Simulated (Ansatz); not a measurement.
# CoSi6Ru5: the cost of one run

Program: Ansatz 0.2.0. Level of theory: DFT PBE, scalar-relativistic, plane waves, PAW. These are calculated values, not measurements.

2 further runs of the same task are left out: 2 that didn't finish.

## 1. Starting point

It takes space group P4/mmm (No. 123, tetragonal). Conventional cell: a = 2.927 Å, b = 2.927 Å, c = 17.307 Å, α = 90.00°, β = 90.00°, γ = 90.00°. Co (site symmetry 4/mmm) has 8 Si at 2.44 Å and 2 Ru at 2.77 Å as nearest neighbours. Si (site symmetry 4mm) is surrounded by 8 Ru at 2.54 Å. Si (site symmetry 4mm) has 4 Co at 2.44 Å and 4 Ru at 2.54 Å and 1 Si at 2.60 Å as nearest neighbours. Around Ru (site symmetry 4mm) lie 8 Si at 2.54 Å and 1 Co at 2.77 Å. Ru (site symmetry 4mm) has 8 Si at 2.54 Å as nearest neighbours. Ru (site symmetry 4/mmm) has 8 Si at 2.54 Å as nearest neighbours.

As a file:

```cif
data_structure
_symmetry_space_group_name_H-M 'P4/mmm'
_symmetry_Int_Tables_number 123
_cell_length_a 2.9269
_cell_length_b 2.9269
_cell_length_c 17.3067
_cell_angle_alpha 90.000
_cell_angle_beta 90.000
_cell_angle_gamma 90.000
_cell_volume 148.27
loop_
_atom_site_label
_atom_site_type_symbol
_atom_site_symmetry_multiplicity
_atom_site_Wyckoff_symbol
_atom_site_fract_x
_atom_site_fract_y
_atom_site_fract_z
_atom_site_occupancy
Co1 Co 1 b 0.00000 0.00000 0.50000 1
Si1 Si 2 h 0.50000 0.50000 0.74526 1
Si2 Si 2 h 0.50000 0.50000 0.91500 1
Si3 Si 2 h 0.50000 0.50000 0.42489 1
Ru1 Ru 2 g 0.00000 0.00000 0.65982 1
Ru2 Ru 2 g 0.00000 0.00000 0.83007 1
Ru3 Ru 1 a 0.00000 0.00000 0.00000 1
```

It is the end of an earlier relaxation with the same method, from a generated guess; it needn't be the stable form of this composition. At a tolerance of 0.05 Å it has space group P4/mmm (No. 123); it has 12.36 Å³/atom, an uncorrected energy of -0.58 eV/atom over the elements.

## 2. Static run: bands, density of states and charges

Input file input.yaml:

```yaml
crystal:
  lattice:
    - [2.9269450608, 0.0, 0.0]
    - [0.0, 2.9269450608, 0.0]
    - [0.0, 0.0, 17.3066639545]
  atoms:
    - { symbol: Co, position: [0.0, 0.0, 0.5] }
    - { symbol: Si, position: [0.5, 0.5, 0.7452622278] }
    - { symbol: Si, position: [0.5, 0.5, 0.9150018174] }
    - { symbol: Si, position: [0.5, 0.5, 0.0849981826] }
    - { symbol: Si, position: [0.5, 0.5, 0.2547377722] }
    - { symbol: Si, position: [0.5, 0.5, 0.4248936291] }
    - { symbol: Si, position: [0.5, 0.5, 0.5751063709] }
    - { symbol: Ru, position: [0.0, 0.0, 0.6598211249] }
    - { symbol: Ru, position: [0.0, 0.0, 0.8300715183] }
    - { symbol: Ru, position: [0.0, 0.0, 0.0] }
    - { symbol: Ru, position: [0.0, 0.0, 0.1699284817] }
    - { symbol: Ru, position: [0.0, 0.0, 0.3401788751] }
basis:
  ecutwfc: 420
kpoints:
  mp_grid: { grid: [12, 12, 4] }
  band_path:
    path:
      - [[0.0, 0.0, 0.0], [0.0, 0.5, 0.0], [0.5, 0.5, 0.0], [0.0, 0.0, 0.0], [0.0, 0.0, 0.5], [0.0, 0.5, 0.5], [0.5, 0.5, 0.5], [0.0, 0.0, 0.5]]
      - [[0.0, 0.5, 0.0], [0.0, 0.5, 0.5]]
      - [[0.5, 0.5, 0.0], [0.5, 0.5, 0.5]]
    npoints: 10
hamiltonian:
  xc: pbe
scf:
  occupations: { method: gaussian, width: 0.1 }
  n_extra_bands: 30
output:
  forces: true
  stress: true
  eigenvalues: true
  populations: true
  dos: { projected: true, de: 0.02, nscf_kmesh: { grid: [15, 15, 5] } }
  bader: false
  write_density: true
  write_potential: true
  elf: true
  volumetric_format: npy
```

Started as:

```
ansatz run input.yaml --threads 4 --pin off --max-ram 8192MiB --backend cpu --events-out ev --progress --plain --runs-dir out
```

Q: Estimate wall time and peak memory on 4 threads of Arm Neoverse V1, shared host.

About 54 s, with a peak of 1.4 GiB.
